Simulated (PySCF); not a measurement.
# C₆H₉NSi: circular dichroism and optical rotation

Wanted: circular dichroism and optical rotation for C₆H₉NSi (`[H]/N=C\C#C[C@@H]1C[Si@@H]1C`).

Programs: PySCF 2.14.0, with routines of our own; each step states its level. All values are computed. Atoms count from 0.

## 1. The system as given

17 atoms, charge 0, multiplicity 1; geometry from: GFN2-xTB.

## 2. Circular dichroism and optical rotation: TDDFT PBE0/def2-SVPD

What the job is given:

```
{"job": {"kind": "ecd", "xc": "PBE0", "basis": "def2-SVPD", "nstates": 16}, "charge": 0, "multiplicity": 1}
C     -2.006577     1.396767    -0.084181
Si    -1.982875    -0.463349     0.230567
C     -1.096202    -1.586054    -0.984269
C     -0.268554    -1.333275     0.297611
C      0.900930    -0.558608     0.191985
C      1.857773     0.171506     0.049806
C      3.021595     0.962582     0.004335
N      3.924570     1.055392     0.888312
H     -1.074118     1.718645    -0.539841
H     -2.130973     1.948705     0.843171
H     -2.821939     1.675040    -0.745732
H     -3.015403    -1.043468     1.076105
H     -0.666664    -1.172930    -1.887375
H     -1.406212    -2.611801    -1.127413
H     -0.161813    -2.186029     0.958689
H      3.157027     1.563092    -0.893964
H      3.762438     0.475815     1.712284
```

With the program's defaults for keys left out, this is: TDDFT PBE0/def2-SVPD circular dichroism and optical rotation, one conformer, gas phase.

Started as:

```console
> OMP_NUM_THREADS=1 python excited_run.py task.json out
```

This one command runs all jobs of the session in turn.

The program printed:

```text
coarse grid: 14784 points
cycle   1  E = -577.2849122971  dE =  1.022e+00  |g| = 5.186e-01  |ddm| = 1.038e+01
cycle   2  E = -577.2344893389  dE =  5.042e-02  |g| = 6.976e-01  |ddm| = 4.124e+00
cycle   3  E = -577.3537125216  dE = -1.192e-01  |g| = 1.433e-01  |ddm| = 2.381e+00
cycle   4  E = -577.3582379076  dE = -4.525e-03  |g| = 4.897e-02  |ddm| = 4.023e-01
cycle   5  E = -577.3588458256  dE = -6.079e-04  |g| = 1.136e-02  |ddm| = 1.370e-01
cycle   6  E = -577.3588743346  dE = -2.851e-05  |g| = 5.787e-03  |ddm| = 4.529e-02
cycle   7  E = -577.3588825378  dE = -8.203e-06  |g| = 1.906e-03  |ddm| = 1.419e-02
final grid: 138520 points
cycle   8  E = -577.4346939322  dE = -2.866e-05  |g| = 8.437e-03  |ddm| = 1.735e-01
cycle   9  E = -577.4346719743  dE =  2.196e-05  |g| = 1.251e-02  |ddm| = 4.775e-02
cycle  10  E = -577.4347103260  dE = -3.835e-05  |g| = 3.070e-03  |ddm| = 2.719e-02
cycle  11  E = -577.4347128338  dE = -2.508e-06  |g| = 3.445e-04  |ddm| = 5.364e-03
cycle  12  E = -577.4347128640  dE = -3.025e-08  |g| = 1.424e-04  |ddm| = 9.995e-04
cycle  13  E = -577.4347128685  dE = -4.481e-09  |g| = 5.861e-05  |ddm| = 3.442e-04
cycle  14  E = -577.4347128693  dE = -7.865e-10  |g| = 2.179e-05  |ddm| = 2.115e-04
converged SCF energy = -577.4347128693

Singlet excitations and rotatory strengths (1e-40 esu^2 cm^2)
state   eV       nm     f(len)   f(vel)    R(len)    R(vel)   main configurations
  1   4.5485   272.6  0.00284  0.00358    -7.827    -7.488   H-1->L 0.92
  2   4.7796   259.4  0.42848  0.42791    68.518    69.422   H->L 0.92
  3   5.0956   243.3  0.00461  0.00492    29.470    28.955   H-2->L 0.85, H-3->L 0.08
  4   5.6111   221.0  0.00275  0.00252     5.870     5.543   H->L+3 0.62, H->L+1 0.13, H->L+2 0.11
  5   5.9177   209.5  0.00691  0.00747    -5.900    -5.622   H->L+2 0.85
  6   5.9791   207.4  0.04911  0.05330   -28.693   -30.696   H->L+1 0.77, H->L+3 0.18
  7   6.2392   198.7  0.01919  0.02019   -37.347   -36.835   H-3->L 0.72
  8   6.4406   192.5  0.02370  0.02570     8.315     8.673   H->L+5 0.67, H->L+4 0.14, H->L+3 0.10
  9   6.6169   187.4  0.00424  0.00512    14.736    15.641   H-1->L+1 0.35, H->L+4 0.28, H-1->L+2 0.15
 10   6.6531   186.4  0.04010  0.04331    -4.377    -3.817   H->L+4 0.48, H-1->L+1 0.29
 11   6.8044   182.2  0.07238  0.07538   -50.251   -51.077   H-1->L+2 0.64, H-1->L+1 0.12
 12   6.9545   178.3  0.02089  0.02257    26.476    28.205   H-2->L+1 0.25, H->L+6 0.19, H-2->L+3 0.13
 13   7.0108   176.8  0.06895  0.06777   -32.933   -33.440   H-1->L+3 0.34, H->L+6 0.29
 14   7.0643   175.5  0.03322  0.03424    23.017    23.725   H->L+7 0.76, H-1->L+3 0.10
 15   7.1559   173.3  0.00438  0.00566    -8.693   -10.035   H-2->L+2 0.46, H-2->L+1 0.21, H-2->L+3 0.08
 16   7.1767   172.8  0.13281  0.13371    51.628    52.328   H->L+6 0.34, H-2->L+1 0.19, H-1->L+3 0.16

Specific rotation (deg / (dm g/mL))
    nm     length   length(OI)   velocity    alpha(len)  alpha(vel)
  633.0     697.16     699.90     695.23      120.557    121.543
  589.3     838.48     841.85     836.50      121.615    122.613
  546.0    1029.78    1034.02    1027.87      122.985    123.999
  436.0    2036.76    2046.11    2037.46      129.350    130.436
  405.0    2645.06    2657.80    2648.74      132.720    133.841
  365.0    4031.18    4052.31    4044.64      139.603    140.790
  355.0    4576.79    4601.43    4595.05      142.103    143.312
```

Run time: 1.7 min. Hardware: 1 thread of Arm Neoverse V1, shared host; peak memory 1 GiB.

## 3. What came out

| quantity | value |
| --- | --- |
| state of largest rotatory strength (velocity form) among 16 (step 2, TDDFT PBE0/def2-SVPD) | 4.78 eV, R = +69.4 (velocity), +68.5 (length) ·10⁻⁴⁰ esu² cm² |
| specific rotation at 633.0 nm (step 2, TDDFT PBE0/def2-SVPD) | 695.2 (velocity), 697.2 (length) |

In words: Rotations belong to one conformer.
